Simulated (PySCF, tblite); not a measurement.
**C3H8NSi radical: geometry, infrared bands and EPR parameters**

What infrared bands and EPR parameters should C3H8NSi radical (`[CH2][SiH2]/N=C/C`) show?

Computed with tblite 0.8.0 and PySCF 2.14.0, with density-fitted response routines of our own, on a single molecule in the gas phase. Atoms are numbered from 0 throughout.

## 1. The starting structure

13 atoms, charge 0, multiplicity 2; geometry from: force field or distance geometry start.

Bonds of the start (Å): C0–Si1 1.86, Si1–N2 1.73, N2–C3 1.28, C3–C4 1.50, C0–H5 1.08, C0–H6 1.11, Si1–H7 1.50, Si1–H8 1.44, C3–H9 1.06, C4–H10 1.10, C4–H11 1.12, C4–H12 1.13.

## 2. Geometry optimisation with GFN2-xTB

Job settings and geometry (Å):

```
{"job": {"kind": "relax", "xc": "GFN2-xTB", "basis": "xTB"}, "charge": 0, "multiplicity": 2}
C      2.545900     0.853500     0.296400
Si     1.491200    -0.671800     0.172200
N     -0.162400    -0.214900     0.430600
C     -1.115000    -0.261900    -0.429200
C     -2.467500     0.188900     0.040800
H      3.351200     0.906100    -0.422200
H      1.956600     1.788500     0.403400
H      1.901600    -1.532100     1.331900
H      1.791300    -1.370400    -1.054300
H     -0.907100    -0.637800    -1.394700
H     -3.276600    -0.258700    -0.550500
H     -2.532300     1.305400     0.029300
H     -2.581100    -0.094500     1.128600
```

Launch:

```console
> OMP_NUM_THREADS=1 python probes_run.py task.json out
```

One launch serves the whole session: the jobs run in the order shown.

The program printed:

```text
step      E/eV     max force
  0    -409.22234    3.058
  1    -409.37073    2.411
  2    -409.45121    0.861
  3    -409.49522    0.608
  4    -409.56491    0.538
  5    -409.59150    0.392
  6    -409.60670    0.296
  7    -409.61765    0.250
  8    -409.62581    0.287
  9    -409.62997    0.267
 10    -409.63343    0.175
 11    -409.63658    0.211
 12    -409.63941    0.221
 13    -409.64130    0.126
 14    -409.64213    0.078
 15    -409.64272    0.089
 16    -409.64356    0.107
 17    -409.64444    0.109
 18    -409.64515    0.076
 19    -409.64564    0.063
 20    -409.64610    0.072
 21    -409.64675    0.102
 22    -409.64760    0.115
 23    -409.64850    0.092
 24    -409.64938    0.086
 25    -409.65029    0.088
 26    -409.65111    0.084
 27    -409.65177    0.073
 28    -409.65240    0.059
 29    -409.65323    0.092
 30    -409.65435    0.126
 31    -409.65561    0.107
 32    -409.65667    0.087
 33    -409.65762    0.088
 34    -409.65872    0.116
 35    -409.65989    0.130
 36    -409.66089    0.087
 37    -409.66174    0.082
 38    -409.66259    0.098
 39    -409.66349    0.155
 40    -409.66449    0.139
 41    -409.66544    0.078
 42    -409.66608    0.083
 43    -409.66668    0.087
 44    -409.66817    0.142
 45    -409.66977    0.134
 46    -409.67122    0.085
 47    -409.67221    0.113
 48    -409.67279    0.142
 49    -409.67387    0.133
 50    -409.67498    0.107
 51    -409.67603    0.080
 52    -409.67680    0.081
 53    -409.67782    0.077
 54    -409.67909    0.083
 55    -409.68052    0.085
 56    -409.68172    0.079
 57    -409.68162    0.175
 58    -409.68298    0.061
 59    -409.68349    0.054
 60    -409.68399    0.051
 61    -409.68462    0.055
 62    -409.68525    0.077
 63    -409.68609    0.080
 64    -409.68682    0.055
 65    -409.68724    0.045
 66    -409.68751    0.046
 67    -409.68779    0.038
 68    -409.68799    0.081
 69    -409.68825    0.031
 70    -409.68835    0.019
 71    -409.68840    0.020
 72    -409.68852    0.021
 73    -409.68864    0.021
 74    -409.68880    0.026
 75    -409.68896    0.030
 76    -409.68915    0.034
 77    -409.68941    0.038
 78    -409.68982    0.047
 79    -409.69028    0.047
 80    -409.69063    0.037
 81    -409.69083    0.035
 82    -409.69102    0.030
 83    -409.69127    0.037
 84    -409.69155    0.038
 85    -409.69174    0.022
 86    -409.69181    0.015
 87    -409.69183    0.016
 88    -409.69185    0.017
 89    -409.69187    0.016
 90    -409.69190    0.016
 91    -409.69193    0.016
 92    -409.69196    0.017
 93    -409.69198    0.014
 94    -409.69201    0.012
 95    -409.69203    0.013
 96    -409.69206    0.011
 97    -409.69208    0.010
 98    -409.69210    0.013
 99    -409.69211    0.012
100    -409.69213    0.012
101    -409.69215    0.009
```

Wall time 0.5 s (1 thread of Arm Neoverse V1, shared host).

Along the way: (not every step is listed)

```
step  energy from step 0 (eV)  largest force (eV/Å)
   0                   0.0000                3.0580
   1                  -0.1484                2.4111
   2                  -0.2289                0.8608
   3                  -0.2729                0.6083
   4                  -0.3426                0.5384
   5                  -0.3692                0.3919
   6                  -0.3844                0.2960
   7                  -0.3953                0.2501
   8                  -0.4035                0.2869
  16                  -0.4212                0.1071
  24                  -0.4270                0.0860
  32                  -0.4343                0.0868
  40                  -0.4422                0.1392
  48                  -0.4505                0.1422
  56                  -0.4594                0.0788
  64                  -0.4645                0.0548
  72                  -0.4662                0.0206
  80                  -0.4683                0.0369
  88                  -0.4695                0.0166
  96                  -0.4697                0.0114
  97                  -0.4697                0.0099
  98                  -0.4698                0.0129
  99                  -0.4698                0.0124
 100                  -0.4698                0.0116
 101                  -0.4698                0.0095
```

Close pairs (by a distance rule), those that changed most:

```csv
bond,before (Å),after (Å),change (Å)
C3–H9,1.057,1.101,+0.044
C4–H12,1.130,1.086,-0.043
N2–C3,1.284,1.248,-0.036
C0–H6,1.110,1.075,-0.035
Si1–H8,1.443,1.474,+0.031
Si1–H7,1.501,1.470,-0.031
C4–H11,1.118,1.089,-0.029
C0–Si1,1.859,1.843,-0.016
```

The next job starts from the end point, and lists it.

## 3. Vibrational analysis with GFN2-xTB

Job settings and geometry (Å):

```
{"job": {"kind": "ir", "xc": "GFN2-xTB", "basis": "xTB"}, "charge": 0, "multiplicity": 2}
C      2.488850     0.878030     0.272271
Si     1.536968    -0.680890     0.027221
N     -0.101057    -0.202011     0.273740
C     -1.143418    -0.281209    -0.407388
C     -2.455153     0.226630     0.086220
H      3.528952     0.959193     0.011652
H      2.064234     1.752152     0.732288
H      1.738650    -1.685674     1.081783
H      1.872521    -1.286122    -1.274371
H     -1.175261    -0.726230    -1.413856
H     -3.179054    -0.587113     0.104819
H     -2.831582     0.988435    -0.595146
H     -2.349038     0.645293     1.083040
```

The program printed:

```text
mode    cm-1     km/mol
  1      79.9      4.89
  2     111.7      0.08
  3     129.7      0.64
  4     161.3      0.28
  5     174.5      3.85
  6     257.7     11.46
  7     412.6      0.89
  8     467.7     16.32
  9     531.0    115.78
 10     559.5     64.91
 11     664.9     96.60
 12     735.9     63.76
 13     782.1     73.56
 14     799.9      1.15
 15     815.5    287.45
 16     847.2     63.60
 17    1016.0     10.43
 18    1023.7      7.12
 19    1114.3     37.06
 20    1339.4     11.27
 21    1378.8     32.27
 22    1387.1      0.43
 23    1458.0     14.06
 24    1459.3      8.67
 25    1775.5    251.18
 26    2132.3    426.71
 27    2182.7    170.89
 28    2793.2    140.92
 29    3006.3     13.78
 30    3017.3     14.55
 31    3057.8     17.56
 32    3100.4      8.35
 33    3144.2     34.62
```

Run time: 0.3 s. Hardware: 1 thread of Arm Neoverse V1, shared host.

The strongest bands and the atoms that carry them (share of the mass-weighted mode):

```
cm⁻¹  km/mol                                atoms
 531   115.8   C0 24 %, H5 24 %, H6 18 %, H7 17 %
 665    96.6   H7 35 %, H5 20 %, H8 15 %, H6 15 %
 782    73.6  H8 20 %, N2 18 %, Si1 14 %, H7 11 %
 816   287.4           H7 35 %, H8 31 %, Si1 16 %
1776   251.2                     C3 52 %, N2 46 %
2132   426.7                     H8 76 %, H7 20 %
2183   170.9                     H7 77 %, H8 21 %
2793   140.9                              H9 94 %
```

## 4. g tensor and hyperfine couplings: B3LYP/pcH-1

The job, as its differences from that of step 3:

```diff
@@ -1,2 +1,2 @@
-{"job": {"kind": "ir", "xc": "GFN2-xTB", "basis": "xTB"}, "charge": 0, "multiplicity": 2}
+{"job": {"kind": "epr", "basis": "pcH-1"}, "charge": 0, "multiplicity": 2}
 C      2.488850     0.878030     0.272271
```

Level: UKS B3LYP, pcH-1 on C H N Si, non-relativistic, mean-field spin-orbit, GIAO.

The program printed:

```text
UKS, coarse grid
  cycle   1  E = -463.27949758  |g| = 3.91e-01
  cycle   2  E = -463.14946014  |g| = 6.60e-01
  cycle   3  E = -463.34358394  |g| = 1.17e-01
  cycle   4  E = -463.34926681  |g| = 3.36e-02
  cycle   5  E = -463.34982773  |g| = 4.97e-03
  cycle   6  E = -463.34983975  |g| = 2.25e-03
  cycle   7  E = -463.34984263  |g| = 9.53e-04
UKS, final grid
  cycle   1  E = -463.34984130  |g| = 1.08e-03
  cycle   2  E = -463.34984095  |g| = 1.38e-03
  cycle   3  E = -463.34984190  |g| = 6.27e-05
  cycle   4  E = -463.34984190  |g| = 4.95e-05
  cycle   5  E = -463.34984191  |g| = 1.67e-05
E = -463.34984191 Eh   <S^2> = 0.7533 (exact 0.7500)
g shifts (ppm)      1          2          3
  rmc          -122       -122       -122
  gc              4         32         25
  oz_so          62        605        643
  total         -56        516        546
hyperfine (MHz)  atom isotope    a_iso     a_fc   dipolar eigenvalues
    0   13C      80.94      81.04    -76.57    -76.01    152.58
    1  29Si      50.83      50.91     -2.44      0.39      2.05
    2   14N      -0.19      -0.19     -0.57     -0.29      0.86
    3   13C      -1.61      -1.62     -0.71     -0.12      0.83
    4   13C       1.11       1.11     -0.23     -0.19      0.42
    5    1H     -57.72     -57.74    -37.22     -0.82     38.04
    6    1H     -58.73     -58.74    -37.13     -0.74     37.87
    7    1H      81.91      81.91     -3.50     -1.45      4.95
    8    1H      32.57      32.57     -3.39     -2.43      5.82
    9    1H       1.48       1.48     -1.05     -0.87      1.92
   10    1H      -0.46      -0.46     -0.43     -0.39      0.82
   11    1H      -0.03      -0.03     -0.53     -0.45      0.98
   12    1H      -0.07      -0.07     -0.65     -0.61      1.27
```

Run time: 34 s. Hardware: 1 thread of Arm Neoverse V1, shared host; peak memory 0.79 GiB.

Principal g values 2.00226, 2.00283, 2.00286; g(iso) = 2.00265, against 2.00232 for a free electron.

Mean a(iso) over the nuclei that a row names, and the largest dipolar term of the row (other rows stand at the frozen geometry):

```csv
nuclei,isotope,a(iso) (MHz),"a(iso) (G, at g = 2.0023)",largest dipolar term (MHz)
C0,13C,80.9,28.9,152.6
"H5, H6",1H,-58.2,-20.8,38.0
"H7, H8",1H,57.2,20.4,5.8
Si1,29Si,50.8,18.1,-2.4
C3,13C,-1.6,-0.6,0.8
H9,1H,1.5,0.5,1.9
C4,13C,1.1,0.4,0.4
N2,14N,-0.2,-0.1,0.9
"H10, H11, H12",1H,-0.2,-0.1,1.3
```

Mulliken spin populations:

C0 1.05; Si1 -0.03; N2 0.01; C3 0.00; C4 0.00; H5 -0.04; H6 -0.04; H7 0.04; H8 0.02; H9 0.00; H10 0.00; H11 0.00; H12 0.00

In first order the couplings over 0.8 MHz of 1H give 18 distinct lines over 82.9 G, if the averaged nuclei exchange fast.

Orbitals, density, ELF and potential are computed afterwards from the orbital file.

ELF in a plane through or near 5 of the atoms.

Values, 10 rows by 14 columns:
```
0.00 0.00 0.00 0.00 0.00 0.00 0.00 0.00 0.00 0.00 0.00 0.00 0.00 0.00
0.00 0.00 0.00 0.00 0.00 0.01 0.00 0.00 0.00 0.00 0.00 0.00 0.00 0.00
0.00 0.00 0.00 0.01 0.15 0.35 0.06 0.00 0.02 0.00 0.00 0.00 0.00 0.00
0.00 0.00 0.00 0.02 0.35 0.52 0.20 0.11 0.29 0.05 0.18 0.38 0.00 0.00
0.00 0.00 0.01 0.04 0.19 0.55 0.67 0.71 0.57 0.40 0.98 0.99 0.04 0.00
0.00 0.00 0.62 0.71 0.84 0.74 0.72 0.54 0.38 0.28 0.64 0.54 0.02 0.00
0.00 0.00 0.67 0.76 0.65 0.64 0.11 0.66 0.03 0.86 0.55 0.07 0.00 0.00
0.00 0.00 0.05 0.16 0.97 0.98 0.01 0.02 0.01 0.40 0.13 0.02 0.00 0.00
0.00 0.00 0.00 0.01 0.32 0.34 0.00 0.00 0.00 0.00 0.00 0.00 0.00 0.00
0.00 0.00 0.00 0.00 0.00 0.00 0.00 0.00 0.00 0.00 0.00 0.00 0.00 0.00
```
The map spans 12.3 Å across and 8.8 Å up, centred on the molecule. Atoms in the plane (x, y in Å): Si1 (-1.5, 0.7), N2 (0.1, 0.1), C4 (2.4, -0.3), H6 (-2.1, -1.8), H10 (3.2, 0.4).

On the surface of density 0.002 e/bohr³ the electrostatic potential runs, from the 1st to the 99th percentile, from -1.41 V near N2 to 0.87 V near H8.

The spin density lies nearest to C0 69 %; H5, H6 about 10 % each.

## 5. Summary of results

```
                                 quantity                  value
strongest single infrared mode (GFN2-xTB)  2132 cm⁻¹, 427 km/mol
             zero-point energy (GFN2-xTB)          59.9 kcal/mol
                           g(iso) (B3LYP)                2.00265
                                     ⟨S²⟩     0.753 (exact 0.75)
       largest a(iso) (averaged by class)    13C on C0, 80.9 MHz
    surface potential, 1st and 99th percentile     -1.41 V and 0.87 V
```

In words: Relaxing lowered the energy by 0.470 eV in 101 steps; the close pair that moved most is C3–H9, from 1.057 to 1.101 Å. No mode is imaginary among the 33: a minimum at this level. The strongest single mode, at 2132 cm⁻¹, moves mainly H8. Unscaled tight-binding wavenumbers are off by several per cent, some by more. Its intensities can rank the bands wrongly. C0 carries the largest spin population, 1.05 e. The isotropic g lies 0.3 ppt above the free-electron value.
